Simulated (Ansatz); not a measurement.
**SiH3 (silyl radical) at UBHLYP/cc-pVTZ**

Aim: the electronic atomisation energy of SiH3 (silyl radical) at UBHLYP/cc-pVTZ, from 3 runs. 

The calculation is run with Ansatz 0.2.0.

30 further runs of the same task are left out: 30 set aside as unsound or not needed.

### 1 The structure to begin with

SiH3 has 4 atoms, charge 0, and is taken as a doublet. SMILES: `[SiH3]`. Geometry: relaxed at PBE0-D4/def2-TZVP.

Bond lengths: Si1–H2 1.486 Å, Si1–H3 1.486 Å, Si1–H4 1.486 Å. Angles: H2–Si1–H3 111.2°, H2–Si1–H4 111.2°, H3–Si1–H4 111.2°.

### 2 The energy at UBHLYP/cc-pVTZ

input.yaml reads:

```yaml
crystal:
  periodic: [false, false, false]
  atoms:
    - {symbol: Si, position_ang: [0.293780, -0.026900, -0.164030]}
    - {symbol: H, position_ang: [0.559150, 0.665300, 1.123900]}
    - {symbol: H, position_ang: [-0.224040, -1.401650, 0.060130]}
    - {symbol: H, position_ang: [-0.628890, 0.763250, -1.019990]}
basis:
  gaussian:
    orbitals: cc-pVTZ
output: {orbitals: {seedname: orbitals}}
magnetization:
  spin_polarized: true
  initial_magnetization: 1
accuracy: high
hamiltonian:
  xc: {name: BHLYP}
```

On the command line:

```bash
$ ansatz run input.yaml --threads 1 --pin off --max-ram 3480MiB --events-out events.jsonl --progress --plain --runs-dir runs
```

Output:

```text
Warning: RAYON_NUM_THREADS=1 ignored (pool sized by the plan → 1); use --threads N
Functional definition: BHLYP
  name "BHLYP"
  parameter a = 0.5
  exchange = (1 - a)*b88_x + a*exact_x
  correlation = lyp_c
1241 factors; integrals over basis functions are off by at most 3.3e-9 eV
mean field evaluation 1: about -7924.7223 eV, gradient 5.1e0 eV
mean field evaluation 2: about -7924.9471 eV, gradient 1.3e0 eV
mean field evaluation 4: about -7925.0010 eV, gradient 4.8e-1 eV
mean field evaluation 8: about -7925.0038 eV, gradient 8.7e-3 eV
mean field evaluation 16: about -7925.0038 eV, gradient 8.2e-6 eV
mean field -7925.00382019 eV, -291.2385186314 hartree, gradient 4.1e-8 eV, S^2 0.752261; 0 other end points of the search recorded, 0 dependent functions left out
reference -7925.00384261 eV, -291.2385194554 hartree; 9, 8 occupied and 67, 68 virtual orbitals, 1241 factors
Total energy: -7925.00384261 eV, -291.2385194554 hartree
```

It took 3.9 s on 1 thread of Arm Neoverse V2, shared host; peak memory 0.2 GiB.

### 3 The H atom at the same level

run.yaml reads:

```yaml
basis:
  gaussian:
    orbitals: cc-pVTZ
crystal:
  periodic: [false, false, false]
  atoms:
    - symbol: H
      position_ang: [0.000000, 0.000000, 0.000000]
magnetization:
  spin_polarized: true
  initial_magnetization: 1
hamiltonian:
  xc: {name: BHLYP}
accuracy: high
```

Run the same way, it converges to -0.49855 Eh (log not shown).

### 4 The Si atom, same level

in.yaml reads:

```yaml
crystal:
  periodic: [false, false, false]
  atoms:
    - {symbol: Si, position_ang: [0.000000, 0.000000, 0.000000]}
basis:
  gaussian:
    orbitals: cc-pVTZ
accuracy: high
hamiltonian:
  xc: {name: BHLYP}
magnetization:
  spin_polarized: true
  initial_magnetization: 2
```

On the command line:

```bash
$ ansatz run in.yaml --threads 1 --pin off --max-ram 3480MiB --events-out events.jsonl --progress --plain --runs-dir runs
```

Output:

```text
Warning: RAYON_NUM_THREADS=1 ignored (pool sized by the plan → 1); use --threads N
Functional definition: BHLYP
  name "BHLYP"
  parameter a = 0.5
  exchange = (1 - a)*b88_x + a*exact_x
  correlation = lyp_c
342 factors; integrals over basis functions are off by at most 3.0e-9 eV
mean field evaluation 1: about -7874.4157 eV, gradient 2.5e0 eV
mean field evaluation 2: about -7874.4815 eV, gradient 6.6e-1 eV
mean field evaluation 4: about -7874.4871 eV, gradient 2.0e-1 eV
mean field evaluation 8: about -7874.4873 eV, gradient 4.0e-4 eV
mean field evaluation 16: about -7874.4873 eV, gradient 1.1e-8 eV
mean field -7874.48733775 eV, -289.3820721430 hartree, gradient 1.1e-8 eV, S^2 2.005783; 0 other end points of the search recorded, 0 dependent functions left out
reference -7874.48735197 eV, -289.3820726658 hartree; 8, 6 occupied and 26, 28 virtual orbitals, 342 factors
Total energy: -7874.48735197 eV, -289.3820726658 hartree
```

Run time: 0.7 s. Hardware: 1 thread of Arm Neoverse V2, shared host.

### 5 What came out

Level: UBHLYP/cc-pVTZ.

| quantity | value |
| --- | --- |
| molecule: total energy | -291.23852 Eh |
| molecule: HOMO energy (highest over α and β) | -7.26 eV |
| molecule: LUMO energy (lowest over α and β) | -1.73 eV |
| molecule: ⟨S²⟩ | 0.752 |
| H atom: total energy | -0.49855 Eh |
| H atom: ⟨S²⟩ | 0.750 |
| Si atom: total energy | -289.38207 Eh |
| Si atom: ⟨S²⟩ | 2.006 |
| electronic atomisation energy | 9.818 eV |

What this shows: Taking the molecule apart into free atoms costs 9.82 eV (947 kJ/mol), before zero-point energy and without spin-orbit coupling.
